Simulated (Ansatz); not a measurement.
# FeRu: how the settings move a single-point run

Aim: see which settings change the result for FeRu, by how much, and at what cost.

Program: Ansatz 0.2.0. Level of theory: reference: DFT, LDA, all-electron LAPW, scalar-relativistic. These are calculated values, not measurements.

### 1 The starting structure

Symmetry: P-6m2, No. 187, hexagonal system. The conventional cell has a = 2.643 Å, b = 2.643 Å, c = 4.070 Å, α = 90.00°, β = 90.00°, γ = 120.00°. Around Fe (site symmetry -6m2) lie 6 Ru at 2.54 Å and 6 Fe at 2.64 Å. Ru (site symmetry -6m2) is surrounded by 6 Fe at 2.54 Å and 6 Ru at 2.64 Å.

As a file:

```xyz
2
Lattice="2.6428 0.0000 0.0000 -1.3214 2.2887 0.0000 0.0000 0.0000 4.0702" Properties=species:S:1:pos:R:3 pbc="T T T"
Fe    0.0000    0.0000    2.0351
Ru    1.3214    0.7629    0.0000
```

### 2 Reference

input.yaml

```yaml
crystal:
  lattice:
    - [2.6428014205, 0.0, 0.0]
    - [-1.3214007102, 2.2887331673, 0.0]
    - [0.0, 0.0, 4.070227]
  atoms:
    - { symbol: Fe, position: [0.0, 0.0, 0.5] }
    - { symbol: Ru, position: [0.6666666667, 0.3333333333, 0.0] }
kpoints:
  mp_grid: { grid: [12, 12, 7] }
scf:
  occupations: { method: fermi_dirac, width: 0.05 }
  lower_state_search: "off"
hamiltonian:
  xc: lda
  pseudopotentials: { kind: all_electron, lapw: { basis_error: 0.001 } }
output:
  forces: true
  stress: true
  eigenvalues: false
  populations: true
  dos: { projected: true, de: 0.1, e_range: [-8, 5] }
```

Launch:

```console
$ ansatz run input.yaml --threads 1 --pin off --max-ram 3072MiB --backend cpu --events-out ev --progress --plain --runs-dir out
```

The main lines of its log:

```text
[...]
Basis set: ecut = 298.6935944307067 eV, 299 PW (Γ), exchange–correlation at level 2
[...]
k-points: 76 of 1008 (time reversal used)
[...]
SCF iter   1: F=—  HF=-157751.718172 eV  |F-HF|=—  |Δ(HF+E_count)|=         —  Δρ=1.82e-1  dr2=2.10e1  ethr=4.37e-2  ⟨swp⟩=2.0  Hψ=13616  notcnv=0
preconditioner: auto → none  [metal: Δε(μ)=0.041 eV  Ē_g=7.096 eV  σ=0.050 eV  W_gap=0.19  n_scr=8 (ndim 8)  ℏωp=29.9 eV  f_vac=0.000  D(μ)=2.06/eV (n_scr^D=22)  sad-step TF]
SCF iter   2: F=—  HF=-157779.123689 eV  |F-HF|=—  |Δ(HF+E_count)|=    2.74e1  Δρ=3.59e-1  dr2=7.59e1  ethr=4.37e-2  ⟨swp⟩=2.9  Hψ=6311  notcnv=0  recentre
[...]
SCF iter   9: F=—  HF=-157748.465250 eV  |F-HF|=—  |Δ(HF+E_count)|=   4.02e-6  Δρ=6.30e-5  dr2=1.97e-6  ethr=4.52e-9  ⟨swp⟩=2.7  Hψ=6614  notcnv=0
SCF iter  10: F=-157748.465249 eV  HF=-157748.465249 eV  |F-HF|=2.82e-9  |Δ(HF+E_count)|=   3.75e-7  Δρ=5.90e-6  dr2=3.61e-9  ethr=4.11e-9  ⟨swp⟩=2.0  Hψ=6505  notcnv=0
[...]
SCF converged after 10 iterations
Free energy (F): -157748.465249 eV
[...]
E sigma→0 (E₀):  -157748.456160 eV
[...]
Fermi energy:    22.515108 eV
[...]
  P = ⅓ Tr σ = -20.2323 GPa (-202.323 kbar)
[...]
```

Wall time 23 s (1 thread of Intel Xeon Platinum 8488C (Sapphire Rapids), shared host); peak memory 0.42 GiB.

### 3 A run with other settings

input.yaml, as its differences from that of step 2:

```diff
@@ -11,4 +11,5 @@
 scf:
-  occupations: { method: fermi_dirac, width: 0.05 }
+  occupations: { method: tetrahedron }
   lower_state_search: "off"
+  convergence: { dr2_threshold: 0.0001 }
 hamiltonian:
@@ -21,2 +22 @@
   populations: true
-  dos: { projected: true, de: 0.1, e_range: [-8, 5] }
```

Launch:

```console
$ ansatz run input.yaml --threads 1 --pin off --max-ram 3072MiB --backend cpu --events-out ev --progress --plain --runs-dir out
```

Log:

```text
Warning: output.forces, output.stress, relax.cell or npt_langevin: where a Kohn–Sham band that disperses or a degenerate level is filled in part under the method tetrahedron, the forces or the stress that this run publishes need not agree with its energy (scf.occupations.method in the input reference, under Limitations); prefer a smearing scheme for the forces or the stress
Warning: scf.convergence.dr2_threshold = 1e-4 eV is looser than this run's default, which is 1e-7 eV or tighter. The error in the forces grows as the threshold's square root, so leave the key out unless less accurate forces are enough
Warning: output.stress: scf.convergence.dr2_threshold = 1e-4 eV is looser than the 1e-7 eV advised for a printed stress on datasets or a basis made for the crystal, by an estimate of what a threshold leaves in their stress. Set scf.convergence.dr2_threshold to 1e-7 eV or tighter
settings of this run that can trade accuracy for cost: output.eigenvalues: false. Do not mix this run's numbers with those of runs without the same settings; the input reference describes each key
Fe: projections on atomic orbitals take those of the free atom 1s2 2s2 2p6 3s2 3p6 3d6 4s2, of charge +0.00 (hamiltonian.pseudopotentials.projection_atoms)
Ru: projections on atomic orbitals take those of the free atom 1s2 2s2 2p6 3s2 3p6 3d10 4s2 4p6 4d7 5s1, of charge +0.00 (hamiltonian.pseudopotentials.projection_atoms)
LAPW: plane waves up to 8.854 Å⁻¹, error target 1.0e-3 eV per atom; small_component_spin mean_spin; Fe in spheres of 1.257 Å, 16 of its electrons in bands, Dirac shells []; Ru in spheres of 1.287 Å, 32 of its electrons in bands, Dirac shells []
Engine: ansatz 0.2.0
Pseudopotentials: kind: all_electron
Pseudopotential: Fe, LAPW, valence charge 16, Koelling and Harmon's equation, gaussian nucleus
Pseudopotential: Ru, LAPW, valence charge 32, Koelling and Harmon's equation, gaussian nucleus
Functional definition: SPW92
  exchange = slater_x
  correlation = pw_c
davidson cushion auto → on  (no smearing: the cushion is to keep the highest requested band from converging to the state above it; pin scf.eigensolver.cushion to override)
Crystal: 2 atoms, lattice volume = 24.619 Å³
Basis set: ecut = 298.6935944307067 eV, 299 PW (Γ), exchange–correlation at level 2
Bands: 29, of which v1, the nominal top of the filled ones, is band 24 counted from 1 (23 counted from 0)
Symmetry: 12 space group operations
Space group: P-6m2 (ITA 187), of the structure as read, at distance tolerance 2.9e-5 Å
k-points: 76 of 1008 (time reversal used)
Non-local potential: Fe, projectors of the file, none
Non-local potential: Ru, projectors of the file, none
Initial density: superposition of atomic densities (chi_scale 0.1, normalization cell, long waves kept (reshape's long-wave potential 0.00 eV rms))
Initial wavefunctions: plane waves of lowest kinetic energy (no species holds an atomic orbital)
Functional: x = slater, c = lda
iter 1 solved again at ethr=4.44e-2 eV; its pass at ethr=1.00e-1 eV (dr2=2.13e1 eV) is discarded
SCF iter   1: F=—  HF=-157751.714156 eV  |F-HF|=—  |Δ(HF+E_count)|=         —  Δρ=1.83e-1  dr2=2.13e1  ethr=4.44e-2  ⟨swp⟩=2.0  Hψ=13615  notcnv=0
preconditioner: auto → none  [metal: no gap  n_scr=8 (ndim 8)  ℏωp=29.9 eV  f_vac=0.000  sad-step TF]
SCF iter   2: F=—  HF=-157779.511514 eV  |F-HF|=—  |Δ(HF+E_count)|=    2.78e1  Δρ=3.60e-1  dr2=7.61e1  ethr=4.44e-2  ⟨swp⟩=2.9  Hψ=6311  notcnv=0  recentre
iter 3 solved again at ethr=4.36e-3 eV; its pass at ethr=4.44e-2 eV (dr2=2.09e0 eV) is discarded
SCF iter   3: F=—  HF=-157748.901713 eV  |F-HF|=—  |Δ(HF+E_count)|=    3.06e1  Δρ=5.73e-2  dr2=2.09e0  ethr=4.36e-3  ⟨swp⟩=2.0  Hψ=10868  notcnv=0
SCF iter   4: F=—  HF=-157749.298165 eV  |F-HF|=—  |Δ(HF+E_count)|=   3.96e-1  Δρ=1.05e-1  dr2=7.17e0  ethr=4.36e-3  ⟨swp⟩=2.0  Hψ=6233  notcnv=0  recentre
SCF iter   5: F=—  HF=-157748.482500 eV  |F-HF|=—  |Δ(HF+E_count)|=   8.16e-1  Δρ=1.51e-2  dr2=1.42e-1  ethr=4.36e-3  ⟨swp⟩=2.0  Hψ=6232  notcnv=0
SCF iter   6: F=—  HF=-157748.455336 eV  |F-HF|=—  |Δ(HF+E_count)|=         —  Δρ=4.64e-3  dr2=1.13e-2  ethr=2.96e-4  ⟨swp⟩=2.0  Hψ=6840  notcnv=0
the basis was enlarged: its passes take 37.6 KiB over the memory plan, 1 of 1 planned eigensolver slots
SCF iter   7: F=—  HF=-157748.453512 eV  |F-HF|=—  |Δ(HF+E_count)|=   1.82e-3  Δρ=2.79e-3  dr2=4.18e-3  ethr=2.36e-5  ⟨swp⟩=2.0  Hψ=6840  notcnv=0
SCF iter   8: F=—  HF=-157748.452670 eV  |F-HF|=—  |Δ(HF+E_count)|=   8.42e-4  Δρ=1.94e-4  dr2=1.29e-5  ethr=8.70e-6  ⟨swp⟩=2.0  Hψ=6840  notcnv=0
SCF iter   9: F=-157748.452647 eV  HF=-157748.452665 eV  |F-HF|=1.77e-5  |Δ(HF+E_count)|=   4.89e-6  Δρ=1.08e-4  dr2=6.37e-6  ethr=2.68e-8  ⟨swp⟩=2.0  Hψ=6840  notcnv=0
SCF 1 converged in 9 iterations: F = -157748.452647 eV  dr2 = 6.37e-6
SCF converged after 9 iterations
Stability not checked: this state was not tested for a lower state beside it, because cold or Methfessel-Paxton smearing, or corrected tetrahedra, fill the levels in a way that the test cannot read (fill_not_monotonic; see scf.lower_state_search)
Free energy (F): -157748.452647 eV
Harris-Foulkes:  -157748.452665 eV  (|F-HF|=1.77e-5)
Internal energy: -157748.452667 eV  (E = F + TS)
E sigma→0 (E₀):  -157748.452647 eV
Entropy (-TS):   0.000019 eV (0.010 meV/atom)
Fermi energy:    22.519473 eV
--- Per-component energies (eV) ---
  E_band       = -5213.607837
  E_kinetic    = 163075.435080
  E_xc         = -4978.819854
  E_electrostatic = -315845.067893  (all electrons and nuclei)
  E_smearing   = 0.000019  (= −TS)
  E_closure    = 0.000000  (closes the sum)
  E_atoms      = -157727.692793  (free atoms, spherical and without spin; not in F)
  Σ components = -157748.452647   (vs F -157748.452647, Δ=0.00e0)
  Basis errors (estimates in eV, not in F): energy 2.4e-4 per atom: plane waves 2.1e-4 (1.1e-4 summed), levels above the bands 0.0e0, relativity 5.8e-9, radial functions 2.7e-5, core shells 1.2e-7; eigenvalues (radial functions only) 1.0e-6; not estimated: angular momenta, meshes, grids; target (lapw.basis_error) 1.0e-3; muffin-tin radii Fe 1.257 Å, Ru 1.287 Å
--- Forces (eV/Å), atoms counted from 1 ---
  atom   1  Fe     0.00000000     0.00000000     0.00000000
  atom   2  Ru    -0.00000000    -0.00000000     0.00000000
  max |Σ_I F_I| component: 9.25e-18 eV/Å
--- Stress (GPa, compression-positive) ---
      -20.174076       0.000000       0.000000
        0.000000     -20.174076       0.000000
        0.000000       0.000000     -20.473062
  P = ⅓ Tr σ = -20.2737 GPa (-202.737 kbar)
--- Löwdin populations: 2 sites ---
  site symbol       q [e]
     0     Fe     25.6773
     1     Ru     44.0625
  spilling = 0.003718 (of n_electrons = 70.000000)
settings of this run that can trade accuracy for cost: output.eigenvalues: false. Do not mix this run's numbers with those of runs without the same settings; the input reference describes each key
```

Wall time 19 s (1 thread of Intel Xeon Platinum 8488C (Sapphire Rapids), shared host); peak memory 0.42 GiB.

### 4 Checking the result

The run converged and reported no error, with warnings (force scf threshold loose, stress scf threshold loose, tetrahedron derivatives may miss energy slope). Its log warns: «output.forces, output.stress, relax.cell or npt_langevin: where a Kohn–Sham band that disperses or a degenerate level is filled in part under the method tetrahedron ...»

In the input, scf.convergence.dr2_threshold is 0.0001. The threshold is looser than the default, so the loop may stop short of self-consistency.

To undo it: delete scf.convergence.dr2_threshold (the default then holds).

Changing the smearing and convergence setting moves the energy by +1.8 meV/atom (σ→0 values).

### 5 Comparison

| run | ending | energy change | pressure (GPa) | gap (eV) | force (eV/Å) | cycles | time |
| --- | --- | --- | --- | --- | --- | --- | --- |
| reference | converged | 0 | -20.2 | 0.00 | 0.00 | 10 | 23 s |
| 1: occupations.method tetrahedron, dr2_threshold 0.0001, width left out | converged | +1.8 meV/atom (σ→0) | -20.3 | 0.00 | 0.00 | 9 | 19 s |

Times don't compare one to one where runs were asked for different outputs or read a saved state (see the inputs); cycles may leave out searches for a lower state.

Residual by cycle in the longest SCF loop of each run; runs are numbered as in the table. The quantity is the density residual dr2, in eV.

| cycle | reference | run 1 |
| --- | --- | --- |
| 1 | 21 | 21.3 |
| 2 | 75.9 | 76.1 |
| 3 | 1.81 | 2.09 |
| 4 | 7.12 | 7.17 |
| 5 | 0.0979 | 0.142 |
| 6 | 0.00941 | 0.0113 |
| 7 | 0.00511 | 0.00418 |
| 8 | 2.2e-6 | 1.3e-5 |
| 9 | 2.0e-6 | 6.4e-6 |
| 10 | 3.6e-9 | - |

Changing the smearing and convergence setting moves the energy by +1.8 meV/atom (σ→0 values). The structure is not at rest: the sound run finds -20 GPa, so these are no properties of the relaxed crystal. The reference has no spin polarisation; with Fe and Ru present, a magnetic state may lie lower.
